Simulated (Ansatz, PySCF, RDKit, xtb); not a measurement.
**B2OF+: from the formula to a structure**

Task: start from the formula B2OF+ (charge +1), draw up candidate structures, narrow them down in stages, and characterise the one that lies lowest at 298.15 K.

Plan: many cheap relaxations first (GFN2-xTB), then density-functional screening, relaxation at PBE0-D3(BJ)/def2-SVP, vibrations and a final energy. The numbers are computed, not measured.

7 further runs of the same task are left out: 7 set aside as unsound or not needed.

### Step 1. Possible bonding patterns

A program enumerates the bonding patterns with one Lewis structure each (two rings at most, one unusual centre or charged pair), with their diastereomers. O–O, O–halogen and N–halogen bonds and N–N–N chains are not drawn. That gives 2 candidates.

```csv
label,SMILES,spin
c302,O=B[B+]F,singlet
c906,FB1[B+]O1,singlet
```

Candidates are built by distance geometry, with a force field where one applies, in up to four conformers (letters a to d). 10 starts with atoms placed at random are added, to find patterns that the rules miss.

### Step 2. Search with GFN2-xTB

All 13 starts are relaxed the same way. One of them, c906a (enumerated, embedded by distance geometry and UFF), in full:

start.xyz reads:

```xyz
4
c906a
B     -0.775346     0.012232    -0.399597
B     -0.822955     1.624609    -1.626577
F     -0.041655    -1.176420    -0.636908
O     -1.896027     0.942071    -0.738717
```

Run with:

```console
$ xtb start.xyz --gfn 2 --opt --chrg 1
```

The program printed (excerpt; [...] marks lines left out):

```text
* xtb version 6.7.1
[...]
          :  # basis functions                  16          :
[...]
          :  # electrons                        18          :
[...]
          :  Hamiltonian                  GFN2-xTB          :
[...]
          :  net charge                          1          :
          :  unpaired electrons                  0          :
[...]
   *** convergence criteria satisfied after 17 iterations ***
[...]
   *** GEOMETRY OPTIMIZATION CONVERGED AFTER 15 ITERATIONS ***
[...]
   *** convergence criteria satisfied after 3 iterations ***
[...]
         ::                     SUMMARY                     ::
         :::::::::::::::::::::::::::::::::::::::::::::::::::::
         :: total energy             -10.734720624015 Eh    ::
         :: gradient norm              0.000481688560 Eh/a0 ::
         :: HOMO-LUMO gap              2.431755026393 eV    ::
         ::.................................................::
         :: SCC energy               -10.819999115174 Eh    ::
         :: -> isotropic ES            0.205677212199 Eh    ::
         :: -> anisotropic ES         -0.000915296291 Eh    ::
         :: -> anisotropic XC         -0.006468523465 Eh    ::
         :: -> dispersion             -0.000967980459 Eh    ::
         :: repulsion energy           0.085278491159 Eh    ::
         :: add. restraining           0.000000000000 Eh    ::
         :: total charge               1.000000000000 e     ::
         :::::::::::::::::::::::::::::::::::::::::::::::::::::
[...]
         9        2.0000           -0.7490676             -20.3832 (HOMO)
        10                         -0.6597022             -17.9514 (LUMO)
[...]
     #   Z          covCN         q      C6AA      α(0)
     1   5          2.472     0.525    16.348     7.154
     2   5          1.765     0.491    30.621    11.660
     3   9          0.722     0.059     8.883     3.520
     4   8          1.562    -0.075    15.548     5.320
[...]
     #   Z sym  total        # sym  WBO       # sym  WBO       # sym  WBO
 ---------------------------------------------------------------------------
     1   5      3.290 --     3      1.488     2      1.030     4      0.772
     2   5      2.939 --     4      1.786     1      1.030     3      0.123
     3   9      1.667 --     1      1.488     2      0.123
     4   8      2.613 --     2      1.786     1      0.772
 ---------------------------------------------------------------------------
[...]
molecular dipole:
                 x           y           z       tot (Debye)
 q only:       -1.169       1.215      -2.064
   full:       -1.570       1.547      -2.064       7.675
molecular quadrupole (traceless):
[...]
          | TOTAL ENERGY              -10.734720624015 Eh   |
          | GRADIENT NORM               0.000481688560 Eh/α |
          | HOMO-LUMO GAP               2.431755026393 eV   |
           -------------------------------------------------
[...]
```

Wall time 0.054 s (1 thread of Arm Neoverse N1, shared host).

### Step 3. What the search left

13 of the 13 relaxations converged; 9 ended on a minimum already found. 4 distinct structures remain:

```csv
label,start,SMILES after,spin,energy (kcal/mol)
c302a,drawn and random,O=B[B+]F,singlet,0.0
c701,random,[B][O][B][F] ‡,singlet,17.6
c725,random and drawn,FB1[B+]O1,singlet,36.1
c365,random,[B][B][F][O] ‡,singlet,277.2
```

‡ marks the bonded skeleton alone, with all bonds drawn single: no Lewis structure was assigned that passes a check against the bond lengths.

### Step 4. Screening with a density functional

A choice of the minima (the low ones first, few conformers of a pattern, up to a cap) and the lowest that fell apart get a single point at r2SCAN-D4/def2-SVP on the tight-binding geometry, and one at HF/STO-3G for comparison. The lowest singlets are also tried as triplets at the same geometry (label ending in t). The first, c302a:

input.yaml reads:

```yaml
crystal:
  periodic: [false, false, false]
  atoms:
    - symbol: B
      position_ang: [-0.523163, -0.381750, -0.875755]
    - symbol: B
      position_ang: [-1.232688, 1.084848, -0.839414]
    - symbol: F
      position_ang: [-1.759984, 2.170098, -0.813180]
    - symbol: O
      position_ang: [-0.010784, -1.441689, -0.902177]
basis:
  gaussian:
    orbitals: def2-SVP
total_charge: 1
hamiltonian:
  xc: {name: r2SCAN}
  dispersion: d4
scf:
  lower_state_search: "off"
output: {orbitals: {seedname: orbitals}}
```

Run with:

```console
$ ansatz run input.yaml --threads 1 --pin off --max-ram 2610MiB --events-out events.jsonl --progress --plain --runs-dir runs
```

The program printed (excerpt; [...] marks lines left out):

```text
Warning: RAYON_NUM_THREADS=1 ignored (pool sized by the plan → 1); use --threads N
Functional definition: r2SCAN
  name "r2SCAN"
[...]
599 factors; their error is unknown
[...]
mean field -6100.20488684 eV, -224.1783947240 hartree, gradient 4.0e-6 eV, S^2 0.000000; 0 other end points of the search recorded, 0 dependent functions left out
reference -6100.20489463 eV, -224.1783950101 hartree; 13, 13 occupied and 43, 43 virtual orbitals, 599 factors
Total energy: -6100.21537673 eV, -224.1787802203 hartree
Checks for a lower state left out: stability, starts, cluster_reference, orbital_swaps, neighbouring_geometries, increment
```

Wall time 1.6 s (1 thread of Arm Neoverse N1, shared host).

Relative energies in kcal/mol, each column from its lowest structure that stays in one piece:

| label | SMILES | spin | GFN2-xTB | HF/STO-3G | r2SCAN-D4/def2-SVP |
| --- | --- | --- | --- | --- | --- |
| c302a | O=B[B+]F | singlet | 0.0 | 0.0 | 0.0 |
| c725 | FB1[B+]O1 | singlet | 36.1 | 49.0 | 21.3 |
| c701 | [B][O][B][F] ‡ | singlet | 17.6 | 25.1 | 25.9 |
| c701t | [B][O][B][F] ‡ | triplet | – | – | 56.7 |
| c725t | FB1[B+]O1 | triplet | – | – | 74.1 |
| c302at | O=B[B+]F | triplet | – | – | 107.8 |
| c365 | [B][B][F][O] ‡ | singlet | 277.2 | 348.1 | 349.3 |

‡ marks the bonded skeleton alone, with all bonds drawn single: no Lewis structure was assigned that passes a check against the bond lengths.

### Step 5. Refinement at PBE0-D3(BJ)/def2-SVP

3 candidates are relaxed at PBE0-D3(BJ)/def2-SVP (chosen among the lowest in one piece). The first, c302a:

input.yaml reads:

```yaml
crystal:
  periodic: [false, false, false]
  atoms:
    - {symbol: B, position_ang: [-0.523163, -0.381750, -0.875755]}
    - {symbol: B, position_ang: [-1.232688, 1.084848, -0.839414]}
    - {symbol: F, position_ang: [-1.759984, 2.170098, -0.813180]}
    - {symbol: O, position_ang: [-0.010784, -1.441689, -0.902177]}
basis:
  gaussian:
    orbitals: def2-SVP
total_charge: 1
hamiltonian:
  xc: {name: PBE0}
  dispersion: d3bj
scf:
  lower_state_search: "off"
relax:
  f_tol: 0.003
```

Run with:

```console
$ ansatz run input.yaml --threads 1 --pin off --max-ram 2610MiB --events-out events.jsonl --progress --plain --runs-dir runs
```

The program printed (excerpt; [...] marks lines left out):

```text
Warning: RAYON_NUM_THREADS=1 ignored (pool sized by the plan → 1); use --threads N
[...]
Functional definition: PBE0
  name "PBE0"
[...]
604 factors; integrals over basis functions are off by at most 2.1e-4 eV
[...]
mean field -6096.57865096 eV, -224.0451330135 hartree, gradient 4.0e-6 eV, S^2 0.000000; 0 other end points of the search recorded, 0 dependent functions left out
[...]
reference -6096.57867069 eV, -224.0451337384 hartree; 13, 13 occupied and 43, 43 virtual orbitals, 604 factors
relax step   1: F+E_penalty+E_count = -6096.62399106 eV  Δ(F+E_penalty+E_count) = +0.000e0 eV  max|allowed force component| = 1.276e0 eV/Å  Δτ_max = 0.0000 Å  (14 SCF iters, accepted)
[...]
relax step   3: F+E_penalty+E_count = -6096.64859082 eV  Δ(F+E_penalty+E_count) = -1.041e-3 eV  max|allowed force component| = 5.427e-3 eV/Å  Δτ_max = 0.0062 Å  (21 SCF iters, accepted)
[...]
relax step   4: F+E_penalty+E_count = -6096.64859173 eV  Δ(F+E_penalty+E_count) = -9.051e-7 eV  max|allowed force component| = 1.175e-3 eV/Å  Δτ_max = 0.0002 Å  (12 SCF iters, accepted)
Total energy: -6096.64861152 eV, -224.0477040165 hartree
Atom 0 at    -0.516997    -0.394711    -0.876114 Å, force     0.000350     0.000164     0.000100 eV/Å
Atom 1 at    -1.239953     1.098538    -0.839263 Å, force    -0.001175    -0.000573    -0.000418 eV/Å
Atom 2 at    -1.771327     2.194516    -0.812435 Å, force     0.000732     0.000330     0.000263 eV/Å
Atom 3 at     0.001657    -1.466836    -0.902714 Å, force     0.000093     0.000079     0.000055 eV/Å
Dipole moment:    -0.343449     0.710572     0.017715 e Å
Checks for a lower state left out: stability, starts, cluster_reference, orbital_swaps, neighbouring_geometries, increment
```

Run time: 5.4 s. Hardware: 1 thread of Arm Neoverse N1, shared host.

Energy change by step (eV): 0.0000, -0.0236, -0.0246, -0.0246.

After the run. Bond lengths: B1–B2 1.659 Å, B2–F3 1.218 Å, B1–O4 1.191 Å. Angles: B1–B2–F3 180.0°, B2–B1–O4 180.0°.

### Step 6. The relaxed candidates

| label | spin | r2SCAN-D4/def2-SVP (kcal/mol) | PBE0-D3(BJ)/def2-SVP, relaxed (kcal/mol) | time |
| --- | --- | --- | --- | --- |
| c302a | singlet | 0.0 | 0.0 | 5.4 s |
| c701 | singlet | 25.9 | 15.6 | 9.6 s |
| c725 | singlet | 21.3 | 20.1 | 12 s |

c302a: Bond lengths: B1–B2 1.659 Å, B2–F3 1.218 Å, B1–O4 1.191 Å. Angles: B1–B2–F3 180.0°, B2–B1–O4 180.0°.

c701: Bond lengths: B2–F3 1.235 Å, B1–O4 1.432 Å, B2–O4 1.253 Å. Angles: F3–B2–O4 180.0°, B1–O4–B2 180.0°.

c725: Bond lengths: B1–B2 1.624 Å, B2–F3 1.244 Å, B1–O4 1.266 Å, B2–O4 1.480 Å. Angles: B1–B2–F3 175.5°, B1–B2–O4 47.9°, F3–B2–O4 136.6°, B2–B1–O4 60.1°, B1–O4–B2 72.0°.

### Step 7. Vibrations and thermal terms

The lowest few in one piece go on as finalists. Harmonic vibrations at PBE0-D3(BJ)/def2-SVP test each finalist and give the zero-point energy and the thermal terms. The first, c302a:

input.yaml reads:

```yaml
crystal:
  periodic: [false, false, false]
  atoms:
    - {symbol: B, position_ang: [0.000000, 0.000000, -0.836484]}
    - {symbol: B, position_ang: [0.000000, 0.000000, 0.822979]}
    - {symbol: F, position_ang: [0.000000, 0.000000, 2.041275]}
    - {symbol: O, position_ang: [0.000000, 0.000000, -2.027769]}
basis:
  gaussian: {orbitals: def2-SVP}
total_charge: 1
hamiltonian: {xc: {name: PBE0}, dispersion: d3bj}
scf: {lower_state_search: "off"}
phonons: {}
```

Run with:

```console
$ ansatz run input.yaml --threads 1 --pin off --max-ram 2610MiB --events-out events.jsonl --progress --plain --runs-dir runs
```

The program printed (excerpt; [...] marks lines left out):

```text
Warning: RAYON_NUM_THREADS=1 ignored (pool sized by the plan → 1); use --threads N
[... 2 set-up lines as earlier in the session ...]
[...]
604 factors; integrals over basis functions are off by at most 3.4e-4 eV
[...]
mean field -6096.60349198 eV, -224.0460459039 hartree, gradient 4.9e-6 eV, S^2 0.000000; 0 other end points of the search recorded, 0 dependent functions left out
[...]
reference -6096.60351177 eV, -224.0460466313 hartree; 13, 13 occupied and 43, 43 virtual orbitals, 604 factors
[...]
604 factors; integrals over basis functions are off by at most 3.4e-4 eV
mean field -6096.60348191 eV, -224.0460455340 hartree, gradient 1.8e-6 eV, S^2 0.000000; 0 other end points of the search recorded, 0 dependent functions left out
[...]
reference -6096.60350171 eV, -224.0460462614 hartree; 13, 13 occupied and 43, 43 virtual orbitals, 604 factors
[...]
604 factors; integrals over basis functions are off by at most 3.4e-4 eV
[...]
604 factors; integrals over basis functions are off by at most 3.4e-4 eV
mean field -6096.60319477 eV, -224.0460349816 hartree, gradient 6.3e-7 eV, S^2 0.000000; 0 other end points of the search recorded, 0 dependent functions left out
[...]
reference -6096.60321456 eV, -224.0460357091 hartree; 13, 13 occupied and 43, 43 virtual orbitals, 604 factors
Total energy: -6096.64861185 eV, -224.0477040285 hartree
Atom 0 at     0.000000     0.000000    -0.836484 Å, force     0.000000     0.000000     0.000033 eV/Å
Atom 1 at     0.000000     0.000000     0.822979 Å, force    -0.000000    -0.000000     0.000004 eV/Å
Atom 2 at     0.000000     0.000000     2.041275 Å, force    -0.000000     0.000000    -0.000026 eV/Å
Atom 3 at     0.000000     0.000000    -2.027769 Å, force    -0.000000    -0.000000    -0.000011 eV/Å
Dipole moment:     0.000000    -0.000000     0.789419 e Å
Vibrations: 168.58 168.58 449.14 449.14 584.29 1792.81 2141.49 cm⁻¹, zero-point energy 0.356704 eV
Checks for a lower state left out: stability, starts, cluster_reference, orbital_swaps, neighbouring_geometries, increment
```

Wall time 28 s (1 thread of Arm Neoverse N1, shared host).

### Step 8. Thermal terms of the finalists

At 298.15 K and 1 atm, ideal gas, rigid rotor and harmonic oscillator:

| label | SMILES | spin | point group | lowest mode (cm⁻¹) | zero-point (kcal/mol) | G − E (kcal/mol) |
| --- | --- | --- | --- | --- | --- | --- |
| c302a | O=B[B+]F | singlet | C∞v | 169 | 8.2 | -7.0 |
| c701 | [B][O][B][F] ‡ | singlet | C∞v | 106 | 7.3 | -8.1 |
| c725 | FB1[B+]O1 | singlet | Cs | 381 | 7.7 | -8.3 |

‡ marks the bonded skeleton alone, with all bonds drawn single: no Lewis structure was assigned that passes a check against the bond lengths.

### Step 9. The final energy

Single points at CCSD(T)/def2-TZVPP on the refined geometries decide the order.

c302a, CCSD(T)/def2-TZVPP:

Changes to input.yaml since step 7:

```diff
@@ -8,6 +8,4 @@
 basis:
-  gaussian: {orbitals: def2-SVP}
+  gaussian: {orbitals: def2-TZVPP}
 total_charge: 1
-hamiltonian: {xc: {name: PBE0}, dispersion: d3bj}
-scf: {lower_state_search: "off"}
-phonons: {}
+correlation: {method: ccsd_t, frozen_orbitals: {F: 1, O: 1, B: 1}}
```

Run with:

```console
$ ansatz run input.yaml --threads 1 --pin off --max-ram 2610MiB --events-out events.jsonl --progress --plain --runs-dir runs
```

The program printed (excerpt; [...] marks lines left out):

```text
Warning: RAYON_NUM_THREADS=1 ignored (pool sized by the plan → 1); use --threads N
Functional definition: HF
  name "HF"
[...]
817 factors; integrals over basis functions are off by at most 1.5e-3 eV
[...]
mean field -6081.52987049 eV, -223.4921005313 hartree, gradient 2.7e-6 eV, S^2 0.000000; 0 other end points of the search recorded, 0 dependent functions left out
4 core orbitals not correlated: weight in the atoms' cores, before any rotation towards them, 1.000 or more for the frozen orbitals, at most 0.000 for the correlated occupied ones
reference -6081.52987049 eV, -223.4921005313 hartree; 9, 9 occupied and 111, 111 virtual orbitals, 817 factors
second order -17.26938071 eV of doubles, -0.00000000 eV of singles
cycle   1  -16.55801494 eV  change    7.1e-1 eV  update   1.5e-1
[...]
cycle  12  -17.25210744 eV  change    6.1e-6 eV  update   3.2e-6
perturbative correction -0.75718029 eV, -0.0278258624 hartree
Total energy: -6099.53915822 eV, -224.1539296484 hartree
```

Wall time 8.4 s (1 thread of Arm Neoverse N1, shared host); peak memory 0.42 GiB.

### Step 10. c701 at CCSD(T)/def2-TZVPP

input.yaml reads:

```yaml
crystal:
  periodic: [false, false, false]
  atoms:
    - symbol: B
      position_ang: [0.000000, 0.000000, -2.009056]
    - symbol: B
      position_ang: [0.000000, 0.000000, 0.675798]
    - symbol: F
      position_ang: [0.000000, 0.000000, 1.910617]
    - symbol: O
      position_ang: [0.000000, 0.000000, -0.577359]
basis:
  gaussian:
    orbitals: def2-TZVPP
correlation:
  method: ccsd_t
  frozen_orbitals: {F: 1, O: 1, B: 1}
total_charge: 1
magnetization:
  spin_polarized: false
```

Run with:

```console
$ ansatz run input.yaml --threads 1 --pin off --max-ram 2610MiB --events-out events.jsonl --progress --plain --runs-dir runs
```

The program printed (excerpt; [...] marks lines left out):

```text
Warning: RAYON_NUM_THREADS=1 ignored (pool sized by the plan → 1); use --threads N
[... 2 set-up lines as earlier in the session ...]
[...]
815 factors; integrals over basis functions are off by at most 1.6e-3 eV
[...]
mean field -6081.67559074 eV, -223.4974556518 hartree, gradient 1.6e-6 eV, S^2 0.000000; 0 other end points of the search recorded, 0 dependent functions left out; unrestricted orbitals would lower it
4 core orbitals not correlated: weight in the atoms' cores, before any rotation towards them, 1.000 or more for the frozen orbitals, at most 0.000 for the correlated occupied ones
reference -6081.67559074 eV, -223.4974556518 hartree; 9, 9 occupied and 111, 111 virtual orbitals, 815 factors
second order -16.31927033 eV of doubles, -0.00000000 eV of singles
cycle   1  -16.19307626 eV  change    1.3e-1 eV  update   1.1e-1
[...]
cycle  10  -16.81486546 eV  change   -1.7e-5 eV  update   7.7e-6
perturbative correction -0.60887548 eV, -0.0223757612 hartree
Total energy: -6099.09933168 eV, -224.1377663212 hartree
```

Wall time 8.1 s (1 thread of Arm Neoverse N1, shared host); peak memory 0.42 GiB.

For c701, c725 the log finds that unrestricted Hartree-Fock orbitals lie lower, a sign to watch the closed-shell reference there.

### Step 11. The ranking

Energies in kcal/mol from c302a; G adds the thermal terms to the CCSD(T)/def2-TZVPP energy. The columns left of the relaxed level are at the tight-binding geometries.

```
label          SMILES     spin  GFN2-xTB  HF/STO-3G  r2SCAN-D4/def2-SVP  PBE0-D3(BJ)/def2-SVP  HF/def2-TZVPP  MP2/def2-TZVPP  CCSD(T)/def2-TZVPP     G  share at equilibrium     T1
c302a        O=B[B+]F  singlet       0.0        0.0                 0.0                   0.0            0.0             0.0                 0.0   0.0               100.0 %  0.023
 c701  [B][O][B][F] ‡  singlet      17.6       25.1                25.9                  15.6           -3.4            18.5                10.1   9.0               < 0.1 %  0.016
 c725       FB1[B+]O1  singlet      36.1       49.0                21.3                  20.1           22.9            24.5                21.0  19.7               < 0.1 %  0.020
```

‡ marks the bonded skeleton alone, with all bonds drawn single: no Lewis structure was assigned that passes a check against the bond lengths.

Lowest found: c302a, `O=B[B+]F`, a singlet of point group C∞v. Bond lengths: B1–B2 1.659 Å, B2–F3 1.218 Å, B1–O4 1.191 Å. Angles: B1–B2–F3 180.0°, B2–B1–O4 180.0°.

```xyz
4

B     0.0000    0.0000   -0.8365
B     0.0000    0.0000    0.8230
F     0.0000    0.0000    2.0413
O     0.0000    0.0000   -2.0278
```

### Step 12. Density, orbitals and dipole (PBE0/def2-TZVPD)

input.yaml reads:

```yaml
crystal:
  periodic: [false, false, false]
  atoms:
    - symbol: B
      position_ang: [0.000000, 0.000000, -0.836484]
    - symbol: B
      position_ang: [0.000000, 0.000000, 0.822979]
    - symbol: F
      position_ang: [0.000000, 0.000000, 2.041275]
    - symbol: O
      position_ang: [0.000000, 0.000000, -2.027769]
basis:
  gaussian:
    orbitals: def2-TZVPD
total_charge: 1
hamiltonian:
  xc: pbe0
output: {forces: true, orbitals: {seedname: orbitals}}
```

Run with:

```console
$ ansatz run input.yaml --threads 1 --pin off --max-ram 2610MiB --events-out events.jsonl --progress --plain --runs-dir runs
```

The program printed (excerpt; [...] marks lines left out):

```text
Warning: RAYON_NUM_THREADS=1 ignored (pool sized by the plan → 1); use --threads N
[... 2 set-up lines as earlier in the session ...]
[...]
711 factors; their error is unknown
[...]
mean field -6103.78418775 eV, -224.3099316063 hartree, gradient 1.5e-5 eV, S^2 0.000000; 0 other end points of the search recorded, 0 dependent functions left out
[...]
reference -6103.78422390 eV, -224.3099329350 hartree; 13, 13 occupied and 141, 141 virtual orbitals, 711 factors
Total energy: -6103.78422390 eV, -224.3099329350 hartree
Atom 0 at     0.000000     0.000000    -0.836484 Å, force     0.000000     0.000000     0.067742 eV/Å
Atom 1 at     0.000000     0.000000     0.822979 Å, force     0.000000     0.000000    -0.001802 eV/Å
Atom 2 at     0.000000     0.000000     2.041275 Å, force    -0.000000    -0.000000    -0.279668 eV/Å
Atom 3 at     0.000000     0.000000    -2.027769 Å, force    -0.000000    -0.000000     0.213728 eV/Å
Dipole moment:    -0.000000    -0.000000     0.797757 e Å
```

Run time: 6 s. Hardware: 1 thread of Arm Neoverse N1, shared host.

[end of part 1 of 2]
